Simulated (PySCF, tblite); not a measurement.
# C5H15NOSi2: geometry, infrared bands and NMR shifts

What infrared bands and NMR shifts should C5H15NOSi2 (`N[Si@@H](CCC1CC1)O[SiH3]`) show?

Computed with tblite 0.8.0 and PySCF 2.14.0, with density-fitted response routines of our own, on a single molecule in the gas phase. Atoms are numbered from 0 throughout.

## Step 1: The molecule as given

24 atoms, charge 0, multiplicity 1; geometry from: force field or distance geometry start.

Bonds of the start (Å): N0–Si1 1.77, Si1–C2 1.90, C2–C3 1.50, C3–C4 1.49, C4–C5 1.49, C5–C6 1.50, Si1–O7 1.72, O7–Si8 1.70, C6–C4 1.53, N0–H9 1.05, N0–H10 1.06, Si1–H11 1.46, C2–H12 1.11, C2–H13 1.10, C3–H14 1.12, C3–H15 1.10, C4–H16 1.12, C5–H17 1.11, C5–H18 1.12, C6–H19 1.12, C6–H20 1.08, Si8–H21 1.48, Si8–H22 1.48, Si8–H23 1.46.

## Step 2: Geometry optimisation with GFN2-xTB

The job: settings as JSON, then the geometry in Å.

```
{"job": {"kind": "relax", "xc": "GFN2-xTB", "basis": "xTB"}, "charge": 0, "multiplicity": 1}
N     -2.784200    -1.942800    -0.743900
Si    -1.608300    -0.819300    -0.042100
C      0.167800    -1.224100    -0.580000
C      1.010800    -0.200200     0.130400
C      2.468400    -0.320800    -0.131400
C      3.471800     0.599500     0.483900
C      3.013200     0.865800    -0.922000
O     -1.897200     0.772400    -0.635600
Si    -3.211900     1.526900     0.144800
H     -2.902400    -1.693800    -1.758600
H     -3.723300    -1.790600    -0.287200
H     -1.697400    -0.888700     1.417900
H      0.168900    -1.018300    -1.665800
H      0.434100    -2.269800    -0.364400
H      0.784500    -0.267100     1.229100
H      0.665000     0.794100    -0.180100
H      2.824800    -1.327500    -0.465300
H      3.148000     1.234000     1.330800
H      4.551200     0.309300     0.540500
H      2.342800     1.760300    -0.986000
H      3.594400     0.584500    -1.792000
H     -3.676100     0.765400     1.324300
H     -4.365100     1.700700    -0.758300
H     -2.791600     2.869900     0.552000
```

On the command line:

```
$ OMP_NUM_THREADS=1 python probes_run.py task.json out
```

The driver reads the jobs from task.json and runs them one after another.

**Question.** This job is followed by: GFN2-xTB harmonic vibrations, gas phase; GIAO PBE0/pcSseg-1 NMR shielding, non-relativistic, gas phase. What will the session give for the following? strongest single infrared mode (GFN2-xTB); zero-point energy (GFN2-xTB); ¹³C shifts against TMS (PBE0/pcSseg-1); ¹H shifts against TMS (PBE0/pcSseg-1, means over atoms taken as alike); ¹⁵N shifts against NH3 (PBE0/pcSseg-1); ²⁹Si shifts against TMS (PBE0/pcSseg-1); ¹⁷O shifts against H2O (PBE0/pcSseg-1).

As calculated:

```
                                                              quantity                                                                        value
                             strongest single infrared mode (GFN2-xTB)                                                        1086 cm⁻¹, 567 km/mol
                                          zero-point energy (GFN2-xTB)                                                               118.6 kcal/mol
                                ¹³C shifts against TMS (PBE0/pcSseg-1)                                               32.3, 19.2, 18.0, 7.3, 6.1 ppm
¹H shifts against TMS (PBE0/pcSseg-1, means over atoms taken as alike)  5.13, 4.81, 2.09, 0.91, 0.73, 0.71, 0.68, 0.53, 0.44, 0.43, 0.17, -0.05 ppm
                                ¹⁵N shifts against NH3 (PBE0/pcSseg-1)                                                                     32.4 ppm
                               ²⁹Si shifts against TMS (PBE0/pcSseg-1)                                                             -26.6, -49.6 ppm
                                ¹⁷O shifts against H2O (PBE0/pcSseg-1)                                                                     46.7 ppm
```

**Reading.** Relaxing lowered the energy by 1.260 eV in 198 steps; the close pair that moved most is O7–Si8, from 1.705 to 1.614 Å. The lowest mode is imaginary (34i cm⁻¹), so the xTB geometry is not a minimum. The strongest single mode, at 1086 cm⁻¹, moves mainly O7. GFN2-xTB is a fitted tight-binding method: band positions and strengths are rough. Its intensities can rank the bands wrongly. At PBE0/pcSseg-1: Shielding is most anisotropic at Si8 (span 110 ppm, paramagnetic term -482 ppm).
